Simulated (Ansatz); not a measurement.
# Ga2Br2F4: how energies converge with the basis set

One table from this session's results is given with a row withheld; the runs are named, their logs left out.

Computed with Ansatz 0.2.0, Gaussian basis. Level: one geometry, several basis sets.

Plan: PBE0-D4/def2-SVP; ωB97M-V/def2-SVP; PBE0-D4/def2-QZVPP; ωB97M-V/def2-QZVPP; the functionals' def2-TZVPP values are taken from earlier runs.

## The relaxed structure

An earlier PBE0-D4 in a triple-zeta def2 set relaxation fixed the geometry.

SMILES `[F][Ga-]1([F])[Br+][Ga-]([F])([F])[Br+]1`, 8 atoms, charge 0, spin multiplicity 1.

Atoms are counted from 1 here; the program's logs count them from 0.

Bond lengths: F1–Ga2 1.735 Å, Ga2–F3 1.735 Å, Ga2–Br4 2.440 Å, Ga2–Br8 2.440 Å, Br4–Ga5 2.440 Å, Ga5–F6 1.735 Å, Ga5–F7 1.735 Å, Ga5–Br8 2.440 Å. Angles: F1–Ga2–F3 121.2°, F1–Ga2–Br4 109.3°, F1–Ga2–Br8 109.3°, F3–Ga2–Br4 109.3°, F3–Ga2–Br8 109.3°, Br4–Ga2–Br8 95.2°, Ga2–Br4–Ga5 84.8°, Br4–Ga5–F6 109.3°, Br4–Ga5–F7 109.3°, Br4–Ga5–Br8 95.2°, F6–Ga5–F7 121.2°, F6–Ga5–Br8 109.3°, F7–Ga5–Br8 109.4°, Ga2–Br8–Ga5 84.8°.

The first run:

in.yaml

```yaml
crystal:
  periodic: [false, false, false]
  atoms:
    - {symbol: F, position_ang: [2.606588, -0.919760, 0.942112]}
    - {symbol: Ga, position_ang: [0.939471, -1.224232, 0.571682]}
    - {symbol: F, position_ang: [0.243761, -2.797800, 0.793193]}
    - {symbol: Br, position_ang: [0.456425, -0.437759, -1.687515]}
    - {symbol: Ga, position_ang: [-0.939415, 1.224279, -0.571673]}
    - {symbol: F, position_ang: [-2.606154, 0.916097, -0.940732]}
    - {symbol: F, position_ang: [-0.247118, 2.799129, -0.794768]}
    - {symbol: Br, position_ang: [-0.453558, 0.440047, 1.687700]}
basis:
  gaussian: {orbitals: def2-SVP}
hamiltonian: {xc: pbe0, dispersion: d4}
output: {orbitals: {seedname: orbitals}}
```

Run with:

```bash
$ ansatz run in.yaml --threads 8 --pin off --events-out ev --progress --plain --max-ram 18278MiB
```

Among the steps run: PBE0-D4 in def2-SVP; ωB97M-V in def2-SVP; PBE0-D4 in def2-QZVPP; ωB97M-V in def2-QZVPP.

One of the session's tables, all rows but one given; the rest of the session is left out.

It belongs to the step «Functionals by basis». 

```
functional       basis  HOMO (eV)  LUMO (eV)
   PBE0-D4    def2-SVP     -10.25      -2.27
   PBE0-D4  def2-TZVPP     -10.27      -2.31
   PBE0-D4  def2-QZVPP          ?          ?
   ωB97M-V    def2-SVP     -12.48      -0.12
   ωB97M-V  def2-TZVPP     -12.52      -0.24
   ωB97M-V  def2-QZVPP     -12.54      -0.46
```

**Question.** Estimate the row for PBE0-D4, def2-QZVPP.

**Answer.** HOMO (eV): -10.28; LUMO (eV): -2.33. In the column «HOMO (eV)» it lies between ωB97M-V, def2-SVP (-12.48) and PBE0-D4, def2-TZVPP (-10.27).
